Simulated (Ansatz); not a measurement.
# Cl3SeV (VSeCl3): the cost of one run

The runs use Ansatz 0.2.0; RKS PBE0-D4/def2-SVP.

2 further runs of the same task are left out: 2 set aside as unsound or not needed.

## Step 1: The starting structure

5 atoms, charge 0, spin multiplicity 1.

Atoms are counted from 1 here; the program's logs count them from 0.

Bond lengths: V1–Se2 2.145 Å, V1–Cl3 2.138 Å, V1–Cl4 2.138 Å, V1–Cl5 2.138 Å. Angles: Se2–V1–Cl3 108.5°, Se2–V1–Cl4 108.5°, Se2–V1–Cl5 108.5°, Cl3–V1–Cl4 110.4°, Cl3–V1–Cl5 110.4°, Cl4–V1–Cl5 110.4°.

Coordinates:

```mol
Cl3SeV
  3D, bonds by distance, orders not assigned

  5  4  0  0  0  0  0  0  0  0999 V2000
   -0.0001    0.0002   -0.0221 V   0  0
    0.0110   -0.0159    2.1227 Se  0  0
    2.0244    0.0101   -0.7107 Cl  0  0
   -1.0218    1.7591   -0.6818 Cl  0  0
   -1.0135   -1.7535   -0.7081 Cl  0  0
  1  2  8  0
  1  3  8  0
  1  4  8  0
  1  5  8  0
M  END
```

## Step 2: Relaxation

input.yaml reads:

```yaml
crystal:
  periodic: [false, false, false]
  atoms:
    - { symbol: V, position_ang: [-0.00011, 0.000165, -0.022055] }
    - { symbol: Se, position_ang: [0.011007, -0.015859, 2.122698] }
    - { symbol: Cl, position_ang: [2.02438, 0.010102, -0.710687] }
    - { symbol: Cl, position_ang: [-1.021784, 1.759071, -0.681835] }
    - { symbol: Cl, position_ang: [-1.013483, -1.753479, -0.708121] }
basis:
  gaussian: { orbitals: def2-SVP }
hamiltonian:
  xc: pbe0
  dispersion: d4
output:
  forces: true
relax:
  f_tol: 0.003
  max_steps: 120
```

The run is started by

```bash
$ ansatz run input.yaml --threads 1 --pin off --max-ram 2560MiB --backend cpu --events-out ev --progress --plain --runs-dir out
```

Q: Estimate wall time and peak memory on 1 thread of Intel Xeon Platinum 8375C at 2.90GHz (Ice Lake), shared host.

About 35 s, with a peak of 0.37 GiB.
